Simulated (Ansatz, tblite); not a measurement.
**The cluster H4Pt3: rung by rung**

The task here is to estimate one member of a computed series from the others.

Program: Ansatz 0.2.0, Gaussian basis. Level of theory: as each input shows. These are calculated values, not measurements.

Levels to be run: GFN1-xTB, GFN2-xTB, PBE-D4/def2-TZVP, r2SCAN-D4/def2-TZVP, BHLYP-D4/def2-TZVP, ωB97M-V/def2-TZVP, r2SCANh-D4/def2-TZVP, B3LYP-D4/def2-TZVP, revPBE-D4/def2-TZVP, PBE-D4/def2-SVP, PBE0-D4/def2-SVP, PBE0-D4/def2-TZVPD, PBE-D4/def2-TZVPD, r2SCAN-D4/def2-TZVPD, CCSD(T)/def2-TZVP, RPA/def2-TZVP.

## The structure

The singlet was relaxed beforehand with PBE0-D4/def2-TZVP. At that level it is the lowest of the isomers that a small search found.

7 atoms, charge 0, spin multiplicity 1.

Bond lengths: Pt1–Pt2 2.642 Å, Pt1–Pt3 2.686 Å, Pt1–H5 1.514 Å, Pt1–H7 1.545 Å, Pt2–Pt3 2.459 Å, Pt2–H6 1.550 Å, Pt3–H4 1.551 Å. Angles: Pt2–Pt1–Pt3 55.0°, Pt2–Pt1–H5 102.6°, Pt2–Pt1–H7 115.3°, Pt3–Pt1–H5 119.2°, Pt3–Pt1–H7 164.4°, H5–Pt1–H7 73.0°, Pt1–Pt2–Pt3 63.4°, Pt1–Pt2–H6 157.5°, Pt3–Pt2–H6 94.7°, Pt1–Pt3–Pt2 61.6°, Pt1–Pt3–H4 49.5°, Pt2–Pt3–H4 92.6°.

Coordinates:

```tsv
atom	x (Å)	y (Å)	z (Å)
Pt1	-0.4129	1.0545	-0.3576
Pt2	0.7564	-1.3092	-0.5261
Pt3	-1.1823	-1.1451	0.9779
H4	-0.7489	0.2501	1.4981
H5	0.6843	1.9244	0.2193
H6	0.9193	-2.8410	-0.3563
H7	-0.0159	2.0663	-1.4553
```

Pt takes a core potential in the def2 sets. No spin-orbit coupling is included.

PBE0-D4/def2-TZVP was run before; its log isn't repeated, and its numbers join the tables.

Set-up of the first run:

Tight binding, by tblite at 300 K electronic temperature and without a spin-polarisation term:

```python
tblite.interface.Calculator('GFN1-xTB', numbers, positions, charge=0, uhf=0).singlepoint()
```

Tight binding, by tblite at 300 K electronic temperature and without a spin-polarisation term:

```python
tblite.interface.Calculator('GFN2-xTB', numbers, positions, charge=0, uhf=0).singlepoint()
```

start.molden holds the orbitals of an earlier run on this state, given as this run's starting guess.

File in.yaml:

```yaml
crystal:
  periodic: [false, false, false]
  atoms:
    - {symbol: Pt, position_ang: [-0.412884, 1.054515, -0.357570]}
    - {symbol: Pt, position_ang: [0.756351, -1.309222, -0.526140]}
    - {symbol: Pt, position_ang: [-1.182309, -1.145066, 0.977891]}
    - {symbol: H, position_ang: [-0.748864, 0.250078, 1.498141]}
    - {symbol: H, position_ang: [0.684313, 1.924383, 0.219309]}
    - {symbol: H, position_ang: [0.919305, -2.841009, -0.356303]}
    - {symbol: H, position_ang: [-0.015901, 2.066321, -1.455329]}
basis:
  gaussian: {orbitals: def2-TZVP, initial_orbitals: start.molden}
hamiltonian: {xc: pbe, dispersion: d4}
scf: {omitted_lower_state_checks: [starts]}
output: {orbitals: {seedname: orbitals}}
```

Run with:

```sh
$ ansatz run in.yaml --threads 4 --pin off --events-out ev --progress --plain --max-ram 3916MiB
```

Steps of the session up to this table: PBE-D4/def2-TZVP; r2SCAN-D4/def2-TZVP; BHLYP-D4/def2-TZVP; ωB97M-V/def2-TZVP; r2SCANh-D4/def2-TZVP; B3LYP-D4/def2-TZVP; revPBE-D4/def2-TZVP; PBE-D4/def2-SVP; PBE0-D4/def2-SVP; PBE0-D4/def2-TZVPD; PBE-D4/def2-TZVPD; r2SCAN-D4/def2-TZVPD; CCSD(T)/def2-TZVP; RPA/def2-TZVP.

One of the session's tables, all rows but one given; the rest of the session is left out.

It belongs to the step «Binding energy». 

| level | binding an atom (eV) |
| --- | --- |
| HF/def2-TZVP | 1.274 |
| PBE-D4/def2-SVP | 2.699 |
| PBE-D4/def2-TZVP | ? |
| PBE-D4/def2-TZVPD | 2.765 |
| revPBE-D4/def2-TZVP | 2.661 |
| r2SCAN-D4/def2-TZVP | 2.763 |
| r2SCAN-D4/def2-TZVPD | 2.768 |
| r2SCANh-D4/def2-TZVP | 2.683 |
| B3LYP-D4/def2-TZVP | 2.553 |
| PBE0-D4/def2-SVP | 2.495 |
| PBE0-D4/def2-TZVP | 2.561 |
| PBE0-D4/def2-TZVPD | 2.567 |
| BHLYP-D4/def2-TZVP | 2.318 |
| ωB97M-V/def2-TZVP | 2.509 |
| MP2/def2-TZVP | 2.751 |
| CCSD/def2-TZVP | 2.459 |
| CCSD(T)/def2-TZVP | 2.587 |

**Question.** Estimate the row for PBE-D4/def2-TZVP.

**Answer.** binding an atom (eV): 2.760. In the column «binding an atom (eV)» it lies between MP2/def2-TZVP (2.751) and r2SCAN-D4/def2-TZVP (2.763).

Caveats from the session: Free atoms were run apart at each level; binding is atoms less cluster, divided by the number of atoms, without zero-point or spin-orbit terms.
